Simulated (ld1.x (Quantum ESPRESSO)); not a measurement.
# How the radius of the model core shapes an RRKJ potential for F, part 2 of 2

One potential is built and tested. Then the radius of the model core is changed, to learn what it costs or gains.

ld1.x (Quantum ESPRESSO) 7.5; first potential LDA (PZ), scalar-relativistic. Earlier steps stand in the parts before.

**7. Changed: radius of the model core (bohr) = 1**

Contents of F.in:

```
 &input
   title='F', zed=9., rel=1, dft='PZ', iswitch=3,
   config='[He] 2s2 2p4',
   nld=2, rlderiv=1.00, eminld=-5.0, emaxld=5.0, deld=0.02
 /
 &inputp
   pseudotype=2, tm=.false., lloc=-2, rcloc=0.75,
   nlcc=.true., rcore=1.00,
   file_pseudopw='F.UPF', file_wfcaegen='ae.wfc', file_wfcncgen='nc.wfc', file_beta='beta', file_chi='chi'
 /
2
2S  1  0   2.00   0.00  0.85  0.85  0.0
2P  2  1   4.00   0.00  0.90  0.90  0.0
 &test
   configts(1)='2s2 2p4'
 /
```

Launch:

```
$ ld1.x < F.in > F.out
```

Output in F.out (without the banner and most projector matrices):

```text
     Program LD1 v.7.5
     [... all-electron run as in step 2 ...]


     --------------------- Generating NC pseudopotential ---------------------

      Generating local potential from pseudized AE potential:
      Matching radius rcloc =   0.7500
      Enforcing V''(0)=0 (lloc=-2)

      Local pseudo, rcloc= 0.743 Estimated cut-off energy=    54.39 Ry

      Computing core charge for nlcc:

       r > 1.00 : true rho core
       r < 1.00 : rho core = a sin(br)/r    a=   0.00  b=   2.92

      Integrated core pseudo-charge :   0.00

      Wfc   2S  rcut= 0.842  Estimated cut-off energy=      175.68 Ry
      This function has    0 nodes for 0 < r <    0.842

      Wfc   2P  rcut= 0.907  Estimated cut-off energy=      213.12 Ry
      This function has    0 nodes for 0 < r <    0.907

     ------------------- End of pseudopotential generation -------------------

     [... all-electron run as in step 2 ...]


     Computing logarithmic derivative in   0.99655
     Computing logarithmic derivative in   0.99655
     Computing the partial wave expansion
     R is outside the sphere for l=    0 j= 0.00
     R is outside the sphere for l=    1 j= 0.00

     ---------------------- Testing the pseudopotential ----------------------

     F
     scalar relativistic calculation

     atomic number is  9.00   valence charge is  7.00
     dft =PZ   lsd =0 sic =0 latt =0  beta=0.20 tr2=1.0E-14
     mesh =1105 r(mesh) =  99.76081 xmin = -7.00 dx = 0.01250

     n l     nl             e AE (Ry)        e PS (Ry)    De AE-PS (Ry)
     1 0     2S   1( 2.00)       -3.45966       -3.45970        0.00004
     2 1     2P   1( 4.00)       -2.09141       -2.09143        0.00002

     eps = 8.0E-17  iter =  4

     Etot =    -196.936241 Ry,     -98.468121 Ha,   -2679.454061 eV
     Etotps =   -46.584911 Ry,     -23.292455 Ha,    -633.820003 eV

     Ekin =      33.839249 Ry,      16.919624 Ha,     460.406434 eV
     Encl =    -100.540816 Ry,     -50.270408 Ha,   -1367.927490 eV
     Ehrt =      33.705586 Ry,      16.852793 Ha,     458.587860 eV
     Ecxc =      -7.702527 Ry,      -3.851263 Ha,    -104.798213 eV
     (Ecc =      -0.000083 Ry,      -0.000041 Ha,      -0.001128 eV)
     Epseu=      -5.886403 Ry,      -2.943202 Ha,     -80.088594 eV

     ---------------------- End of pseudopotential test ----------------------
```

Run time: 1 s. Hardware: 1 thread, shared host. (Generation and the later configuration tests together.)

The new file went through the configuration test as well (its log is not shown).

Excitation and ionisation energies from 2s2 2p4, with the error of the potential. Spin-polarised rows fill open shells by Hund's rule and count from the unpolarised reference.

| valence configuration | charge | ΔE all-electron (eV) | error AE − PS (meV) |
| --- | --- | --- | --- |
| 2s2 2p5 | 0 | -19.555 | +3.0 |
| 2s2 2p3 | +2 | 38.512 | +13 |
| 2s2 2p2 | +3 | 99.244 | +113 |
| 2s1 2p6 | 0 | -1.165 | +28 |
| 2s2 2p1 | +4 | 185.111 | +474 |
| 2s2 2p5.3 | -0.3 | -22.281 | +3.3 |
| 2s1 2p5 | +1 | 18.655 | +19 |
| 2s2 2p4 (spin-polarised) | +1 | -1.833 | +172 |
| 2s2 2p5 (spin-polarised) | 0 | -19.934 | +36 |

Against the first potential, the loose cutoff stays at 140 Ry, the largest test error goes from +278 to +474 meV and there is no bound ghost. The cutoff and ghost tests hold the potential at its reference, so a core or compensation setting can't move them.

**8. Comparison**

The summary covers parts 1 to 2.

Cutoffs, loose and tight: the cutoffs (Ry, on a coarse ladder) from which the occupation-weighted sum of valence levels, in a spherical-Bessel basis at the reference potential, stays within 10 and 1 mRy of its value at 400 Ry; empty and scattering waves don't count. The number of plane waves in a given cell goes as the cutoff to the power 3/2; it is given for the loose cutoff, relative to the first potential. Test errors are all-electron less pseudo. The phase difference is the largest within 1 Ry of zero, over the channels with partial waves. The table holds 6 more runs of the series, not printed above.

| change | outcome | cutoff, loose | cutoff, tight | plane waves, relative | bound ghosts | largest test error (meV) | phase difference near zero (rad) |
| --- | --- | --- | --- | --- | --- | --- | --- |
| first potential | generated | 140 Ry | 160 Ry | 1.00 | none | +278 | 0.003 |
| core correction none (was a·sin(br)/r model core, default radius (core density twice the valence density)) | generated | 140 Ry | 160 Ry | 1.00 | none | +474 | 0.003 |
| core correction a·sin(br)/r model core inside 1.00 bohr (was a·sin(br)/r model core, default radius (core density twice the valence density)) | generated | 140 Ry | 160 Ry | 1.00 | none | +474 | 0.003 |
| core correction a·sin(br)/r model core inside 0.36 bohr (was a·sin(br)/r model core, default radius (core density twice the valence density)) | generated | 140 Ry | 160 Ry | 1.00 | none | +294 | 0.003 |
| core correction a·sin(br)/r model core inside 0.46 bohr (was a·sin(br)/r model core, default radius (core density twice the valence density)) | generated | 140 Ry | 160 Ry | 1.00 | none | +352 | 0.003 |
| core correction a·sin(br)/r model core inside 0.56 bohr (was a·sin(br)/r model core, default radius (core density twice the valence density)) | generated | 140 Ry | 160 Ry | 1.00 | none | +419 | 0.003 |
| core correction a·sin(br)/r model core inside 0.70 bohr (was a·sin(br)/r model core, default radius (core density twice the valence density)) | generated | 140 Ry | 160 Ry | 1.00 | none | +461 | 0.003 |
| core correction a·sin(br)/r model core inside 0.80 bohr (was a·sin(br)/r model core, default radius (core density twice the valence density)) | generated | 140 Ry | 160 Ry | 1.00 | none | +470 | 0.003 |
| core correction a·sin(br)/r model core inside 0.92 bohr (was a·sin(br)/r model core, default radius (core density twice the valence density)) | generated | 140 Ry | 160 Ry | 1.00 | none | +473 | 0.003 |

Among those with the same tests, the first potential has the smallest worst error, +278 meV. The cutoffs concern the waves at a fixed potential, which this setting can't move; it bears on the density and its cutoff (a small, hard model core needs more), which were not tested.

The first potential by itself. The worst unpolarised test, 2s2 2p1, is off by 278 meV on 185.1 eV; by total energies transferability rates as fair for so large an energy. That test lies far up in energy; among those under 40 eV, nearer to bonding, the largest error is 17 meV. Freezing the core alone would shift it much less, so the error comes from the pseudisation. By its cutoff, 140 Ry for the looser tolerance, it is very hard. It is free of bound ghosts as far as tested.
